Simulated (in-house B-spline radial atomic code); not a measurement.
# Pm³⁶⁺: binding energies from hole states

How much more does a second hole in Pm³⁶⁺ cost because of the first?

Program: in-house B-spline radial atomic code version 1. Level of theory: Dirac-Hartree-Fock, average of configuration, Fermi nucleus, basis-set limit. These are calculated values, not measurements, unless marked.

## (1) Starting point

| Property | Result |
| --- | --- |
| element | promethium (Z = 61) |
| charge | +36 |
| electrons | 25 |
| configuration | [Ar] 3d7 |
| Hamiltonian | Dirac-Coulomb |
| nucleus | Fermi, rms radius 4.962 fm |

Outer shells as boxes (Hund's rule):

[Ar] 3d7
```
[Ar] core
3d [↑↓][↑↓][↑ ][↑ ][↑ ]
```

The boxes draw the filling by Hund's rule, which heavy ions in jj coupling don't follow; these runs average over all states of the configuration.

Input settings:

```ini
Z = 61
electrons = 25.0
configuration = [Ar] 3d7
hamiltonian = dirac
method = hf
spin_polarised = False
nucleus = fermi
rms_radius = 4.961999461404065
mass_number = 145
atomic_mass = 144.912755748
speed_of_light = 137.035999084
```

From the earlier run of the reference: total energy -9155.229276 hartree. Levels, eight at most:

```csv
orbital,occupation,energy (eV),<r> (bohr)
2s1/2,2,-9124.20,0.09791
2p1/2,2,-8718.75,0.08212
2p3/2,4,-8152.07,0.08849
3s1/2,2,-3143.59,0.2503
3p1/2,2,-2972.48,0.2393
3p3/2,4,-2845.99,0.2500
3d3/2,2.8,-2581.48,0.2198
3d5/2,4.2,-2553.57,0.2232
```

Single holes known from earlier runs (ΔSCF): 1s 47074.1 eV, 2p1/2 8700.63 eV, 3p1/2 2969.92 eV, 3p3/2 2843.74 eV, 3d 2561.58 eV.

## (2) The 2p1/2 and 3p1/2 holes

In configurations, a minus sign after the shell means j = l − 1/2 and a plus sign j = l + 1/2; the count of electrons follows.

Input settings:

```ini
Z = 61
electrons = 23.0
configuration = 1s2 2s2 2p-1 2p+4 3s2 3p-1 3p+4 3d7
hamiltonian = dirac
method = hf
spin_polarised = False
nucleus = fermi
rms_radius = 4.961999461404065
mass_number = 145
atomic_mass = 144.912755748
speed_of_light = 137.035999084
```

## (3) The 3p3/2 and 3d holes

The settings differ from step 2 so:

```diff
@@ -2,3 +2,3 @@
 electrons = 23.0
-configuration = 1s2 2s2 2p-1 2p+4 3s2 3p-1 3p+4 3d7
+configuration = 1s2 2s2 2p6 3s2 3p-2 3p+3 3d6
 hamiltonian = dirac
```

## (4) The 1s and 3d holes

The settings differ from step 3 so:

```diff
@@ -2,3 +2,3 @@
 electrons = 23.0
-configuration = 1s2 2s2 2p6 3s2 3p-2 3p+3 3d6
+configuration = 1s1 2s2 2p6 3s2 3p6 3d6
 hamiltonian = dirac
```

## (5) The 1s and 1s holes

The settings differ from step 4 so:

```diff
@@ -2,3 +2,3 @@
 electrons = 23.0
-configuration = 1s1 2s2 2p6 3s2 3p6 3d6
+configuration = 2s2 2p6 3s2 3p6 3d7
 hamiltonian = dirac
```

Before running: What does each hole state cost in eV, and how does that compare with the orbital energies or single holes?

**Answer**, as computed:

| two holes | ΔSCF (eV) | less the two single holes (eV) |
| --- | --- | --- |
| 2p1/2 and 3p1/2 | 11782.5 | 111.91 |
| 3p3/2 and 3d | 5498.48 | 93.16 |
| 1s and 3d | 49765.6 | 129.91 |
| 1s and 1s | 95177.4 | 1029.23 |

**Reading.** Two holes cost more than the sum of each, because the second electron leaves a more charged ion. The excess runs from 93.2 eV (3p3/2 and 3d) to 1029.2 eV (1s and 1s); it tends to be largest where both holes are compact. Two partly filled shells share a symmetry and can mix in the average, which may lower the energy, in these hole states: 2p1/2 and 3p1/2. Values are for the free ion, measured from the vacuum level.
